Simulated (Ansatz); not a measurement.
**C₂H₈GaNO: up Jacob's ladder to CCSD(T)**

How much do the methods differ for C₂H₈GaNO? The plan is to run it at one geometry with functionals of several rungs and with coupled cluster, and see how far each lands from CCSD(T) at the basis-set limit for the atomisation energy.

Computed with Ansatz 0.2.0, Gaussian basis. Level: functionals in def2-TZVPP, the program's frozen cores in correlated methods.

Levels to be run: LDA (SPW92), PBE-D4, revPBE-D4, BLYP-D4, r2SCAN-D4, B97M-V, PBE0-D4, B3LYP-D4, r2SCANh-D4, r2SCAN0-D4, HSE06-D4, BHLYP-D4, CAM-B3LYP-D4, LC-ωPBE, ωB97X-V, ωB97M-V, B2PLYP, PBE-QIDH; CCSD(T)/def2-SVP; CCSD(T)/def2-TZVPP; MP2/def2-QZVPP; extrapolation to the limit; RPA on PBE.

## 1. Structure used throughout

An earlier PBE0-D4 in a triple-zeta def2 set relaxation fixed the geometry.

SMILES `C[O][Ga]([CH3])[NH2]`, 13 atoms, charge 0, spin multiplicity 1.

Atoms are counted from 1 here; the program's logs count them from 0.

Bond lengths: C1–O2 1.399 Å, C1–H6 1.099 Å, C1–H7 1.099 Å, C1–H8 1.095 Å, O2–Ga3 1.793 Å, Ga3–C4 1.946 Å, Ga3–N5 1.816 Å, C4–H9 1.091 Å, C4–H10 1.090 Å, C4–H11 1.092 Å, N5–H12 1.005 Å, N5–H13 1.005 Å. Angles: O2–C1–H6 112.6°, O2–C1–H7 112.6°, O2–C1–H8 109.0°, H6–C1–H7 107.6°, H6–C1–H8 107.4°, H7–C1–H8 107.4°, C1–O2–Ga3 122.3°, O2–Ga3–C4 118.3°, O2–Ga3–N5 114.5°, C4–Ga3–N5 127.2°, Ga3–C4–H9 109.9°, Ga3–C4–H10 111.6°, Ga3–C4–H11 109.9°, H9–C4–H10 109.0°, H9–C4–H11 107.8°, H10–C4–H11 108.5°, Ga3–N5–H12 124.2°, Ga3–N5–H13 123.8° and more.

## 2. LDA

This LDA is Slater exchange with PW92 correlation.

in.yaml reads:

```yaml
crystal:
  periodic: [false, false, false]
  atoms:
    - {symbol: C, position_ang: [-2.009400, 0.874891, 0.633301]}
    - {symbol: O, position_ang: [-1.156560, -0.230722, 0.726541]}
    - {symbol: Ga, position_ang: [0.439481, -0.280967, -0.089777]}
    - {symbol: C, position_ang: [1.526679, -1.882930, 0.107739]}
    - {symbol: N, position_ang: [0.852095, 1.217958, -1.028394]}
    - {symbol: H, position_ang: [-2.325580, 1.078113, -0.399851]}
    - {symbol: H, position_ang: [-1.554081, 1.794102, 1.028839]}
    - {symbol: H, position_ang: [-2.913030, 0.678397, 1.219819]}
    - {symbol: H, position_ang: [1.545089, -2.192372, 1.153752]}
    - {symbol: H, position_ang: [2.549675, -1.718442, -0.231819]}
    - {symbol: H, position_ang: [1.094932, -2.699493, -0.474315]}
    - {symbol: H, position_ang: [1.705990, 1.346011, -1.542344]}
    - {symbol: H, position_ang: [0.244699, 2.015443, -1.103491]}
basis:
  gaussian: {orbitals: def2-TZVPP}
hamiltonian: {xc: lda}
output: {orbitals: {seedname: orbitals}}
```

Started as:

```
> ansatz run in.yaml --threads 2 --pin off --events-out ev --progress --plain --max-ram 32768MiB --backend cuda --devices 0, --max-vram 18GiB
```

Further steps of the session: PBE-D4 (GGA); revPBE-D4 (GGA); BLYP-D4 (GGA); r2SCAN-D4 (meta-GGA); B97M-V (meta-GGA); PBE0-D4 (hybrid); B3LYP-D4 (hybrid); r2SCANh-D4 (hybrid); r2SCAN0-D4 (hybrid); HSE06-D4 (hybrid); BHLYP-D4 (hybrid); CAM-B3LYP-D4 (range-separated); LC-ωPBE (range-separated); ωB97X-V (range-separated); ωB97M-V (range-separated); B2PLYP (double hybrid); PBE-QIDH (double hybrid); CCSD(T) in def2-SVP; CCSD(T) in def2-TZVPP; MP2 in def2-QZVPP; RPA on PBE orbitals.

**Question.** What will the summary of the whole plan be? Wanted: atomisation energy, CCSD(T)/CBS; farthest beyond LDA; mean size of error, GGA; mean size of error, meta-GGA; mean size of error, hybrid; mean size of error, range-separated; mean size of error, double hybrid; gap, smallest and largest; T1 diagnostic.

**Answer**, as computed:

| quantity | value |
| --- | --- |
| atomisation energy, CCSD(T)/CBS | 48.375 eV |
| functionals within 0.484 eV (1.0 %) | BLYP-D4, r2SCAN-D4, B97M-V, PBE0-D4, B3LYP-D4, HSE06-D4, CAM-B3LYP-D4, LC-ωPBE, ωB97X-V, ωB97M-V |
| farthest beyond LDA | BHLYP-D4 (-1.665 eV) |
| mean size of error, GGA | 0.527 eV |
| mean size of error, meta-GGA | 0.245 eV |
| mean size of error, hybrid | 0.652 eV |
| mean size of error, range-separated | 0.126 eV |
| mean size of error, double hybrid | 0.598 eV |
| gap, smallest and largest | 4.92 eV (BLYP-D4), 12.34 eV (LC-ωPBE) |
| T1 diagnostic | 0.0128 |
| triples share of the correlation energy | 3.7 % |

What this shows: The LDA atomisation energy is off by 6.726 eV (14 %): it overbinds. PBE-D4 is off by +0.566 eV. Double hybrids carry the basis error of their MP2 part in triple zeta, and no dispersion term here, so their miss is partly the set-up's. The rungs range-separated, meta-GGA miss on average by less than the doubt on the reference (0.484 eV), so they tie. The reference freezes the cores and leaves out relativity and excitations past (T), and its outer-core shells are covered unevenly, so misses under about 0.484 eV can't be ranked. Hartree-Fock recovers 71 % of the binding; the rest is correlation. CCSD(T) in def2-SVP is off by -2.821 eV, so the small basis spoils what the method gains. The gap grows from 4.9 to 12.3 eV across the functionals, mostly with the share of exact exchange. Correlated methods include outer-core shells of Ga, which these sets cover unevenly.
